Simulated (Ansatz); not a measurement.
# Al2GaP3: the cost of one run

Program: Ansatz 0.2.0. Level of theory: DFT PBE, scalar-relativistic, plane waves, PAW. These are calculated values, not measurements.

1 further run of the same task is left out (it didn't finish).

### Step 1. The structure to begin with

Symmetry: P4mm, No. 99, tetragonal system. Conventional cell: a = 3.405 Å, b = 3.405 Å, c = 9.829 Å, α = 90.00°, β = 90.00°, γ = 90.00°. Al (site symmetry 4mm) has 4 Ga at 2.94 Å and 6 P at 2.96 to 3.22 Å in its first shell of neighbours. Al (site symmetry 4mm) has 9 P at 2.95 to 3.18 Å and 1 Ga at 3.25 Å in its first shell of neighbours. Ga (site symmetry 4mm) is surrounded by 4 P at 2.86 Å and 5 Al at 2.94 to 3.25 Å. Around P (site symmetry 4mm) lie 4 P at 2.82 Å and 5 Al at 2.95 to 3.20 Å. P (site symmetry 4mm) is surrounded by 4 Ga at 2.86 Å and 5 Al at 2.95 to 3.22 Å. P (site symmetry 4mm) is surrounded by 4 P at 2.82 Å and 5 Al at 2.96 to 3.18 Å.

Structure file:

```xyz
6
Lattice="3.4052 0.0000 0.0000 0.0000 3.4052 0.0000 0.0000 0.0000 9.8286" Properties=species:S:1:pos:R:3 pbc="T T T"
Al    0.0000    0.0000    9.8281
Al    1.7026    1.7026    4.9298
Ga    1.7026    1.7026    1.6840
P     0.0000    0.0000    6.6313
P     0.0000    0.0000    3.2186
P     1.7026    1.7026    8.1084
```

Recipe of the guess: species swapped into a database cell of MnAl2Cr3 (P4mm, No. 99), with Ga on the Mn sites and P on the Cr sites. Lengths come from tabulated atomic sizes and are only a guess.

### Step 2. The guess as it stands, on a coarse mesh

The input, input.yaml:

```yaml
crystal:
  lattice:
    - [3.40524924, 0.0, 0.0]
    - [0.0, 3.40524924, 0.0]
    - [0.0, 0.0, 9.82862946]
  atoms:
    - { symbol: Al, position: [0.0, 0.0, 0.99994326] }
    - { symbol: Al, position: [0.5, 0.5, 0.5015775] }
    - { symbol: Ga, position: [0.5, 0.5, 0.17133546] }
    - { symbol: P, position: [0.0, 0.0, 0.67469239] }
    - { symbol: P, position: [0.0, 0.0, 0.32746965] }
    - { symbol: P, position: [0.5, 0.5, 0.82498175] }
basis:
  ecutwfc: 420
kpoints:
  mp_grid: { grid: [6, 6, 2] }
hamiltonian:
  xc: pbe
scf:
  occupations: { method: gaussian, width: 0.1 }
  lower_state_search: "off"
output:
  forces: true
  stress: true
  eigenvalues: true
```

Launch:

```sh
$ ansatz run input.yaml --threads 1 --pin off --max-ram 2560MiB --backend cpu --events-out ev --progress --plain --runs-dir out
```

Q: Estimate wall time and peak memory on 1 thread of Intel Xeon at 2.50GHz (Skylake/Cascade Lake), shared host.

About 10 s, with a peak of 0.36 GiB.
